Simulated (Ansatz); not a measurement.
CsLiCr2Te2S3:

```
Cs Li Cr Te S
1.0
     3.42162   -5.18069    0.00784
     3.42162    5.18069    0.00784
    -2.90411    0.00000    7.43093
Cs Li Cr Te S
1 1 2 2 3
Direct
  0.09374 0.09374 0.00853
  0.58875 0.58875 0.55336
  0.05646 0.46755 0.55790
  0.46755 0.05646 0.55790
  0.56486 0.87357 0.29035
  0.87357 0.56486 0.29035
  0.81151 0.39697 0.73347
  0.39697 0.81151 0.73347
  0.21404 0.21404 0.48371
```

The cell was built by a generator and needn't be a form met in nature.

```yaml
Program: Ansatz 0.2.0
Task: relaxation of cell and atoms
Functional: PBE
Dispersion: D4
Potentials_or_basis: all-electron PAW datasets made for the crystal
k_mesh: 3 × 3 × 2
Occupations: fermi-dirac, width 0.05 eV
Spin: collinear spin, ferromagnetic start
Starting_moments: "[0.0, 0.0, 3.0, 3.0, 0.0, 0.0, 0.0, 0.0, 0.0] μB"
```

At the start: volume 29.30 Å³/atom.

Q: How do energy, volume and symmetry change on relaxing?

A: Over 30 steps the energy falls by 66.6 meV/atom and the volume is 28.05 Å³/atom (-4.2 %); space group Cm (No. 8, to 0.05 Å); moment 4.73 μB per cell.

Step by step:
| step | energy change (eV) | largest force (eV/Å) | volume (Å³) |
| --- | --- | --- | --- |
| 1 | 0.0000 | 0.0455 | 263.68 |
| 2 | -0.0684 | 0.2005 | 250.85 |
| 3 | -0.1090 | 0.0622 | 238.88 |
| 4 | -0.1145 | 0.0550 | 238.64 |
| 5 | -0.1199 | 0.0373 | 237.39 |
| 6 | -0.1212 | 0.0319 | 237.01 |
| 7 | -0.1256 | 0.0644 | 236.07 |
| 8 | -0.1438 | 0.1686 | 234.51 |
| 9 | -0.2650 | 0.4691 | 231.12 |
| 10 | -0.3666 | 0.5998 | 230.88 |
| 11 | -0.4383 | 0.3014 | 233.42 |
| 12 | -0.4561 | 0.1344 | 236.01 |
| 13 | -0.4634 | 0.1122 | 236.95 |
| 14 | -0.4785 | 0.0485 | 240.52 |
| 15 | -0.4842 | 0.1121 | 242.25 |
| 16 | -0.4857 | 0.0412 | 243.50 |
| 17 | -0.4877 | 0.0489 | 243.29 |
| 18 | -0.4945 | 0.0817 | 243.64 |
| 19 | -0.5312 | 0.1603 | 245.00 |
| 20 | -0.5697 | 0.0990 | 245.50 |
| 21 | -0.5889 | 0.0576 | 248.15 |
| 22 | -0.5951 | 0.0411 | 249.35 |
| 23 | -0.5973 | 0.0515 | 249.62 |
| 24 | -0.5981 | 0.0410 | 250.35 |
| 25 | -0.5987 | 0.0256 | 250.80 |
| 26 | -0.5988 | 0.0190 | 250.90 |
| 27 | -0.5990 | 0.0075 | 251.10 |
| 28 | -0.5992 | 0.0107 | 251.88 |
| 29 | -0.5994 | 0.0107 | 252.49 |
| 30 | -0.5994 | 0.0107 | 252.49 |

Final structure:
```
Cs Li Cr Te S
1.0
     3.06706   -5.26717   -0.04316
     3.06706    5.26717   -0.04316
    -2.71490    0.00000    7.85287
Cs Li Cr Te S
1 1 2 2 3
Direct
  0.08619 0.08619 0.99432
  0.67810 0.67810 0.52328
  0.03042 0.41156 0.55578
  0.41156 0.03042 0.55578
  0.56586 0.99223 0.28401
  0.99223 0.56586 0.28401
  0.77209 0.43396 0.70851
  0.43396 0.77209 0.70851
  0.09704 0.09704 0.59482
```

Caveat: the k mesh is coarse (spacing up to 0.42 Å⁻¹), so the values aren't converged; the k mesh is thin for a metal, which can move the energy by tens of meV per atom; only a ferromagnetic start was run, and an antiferromagnetic order may lie lower in energy; pairwise dispersion overbinds metals, which lowers pressure and volume.
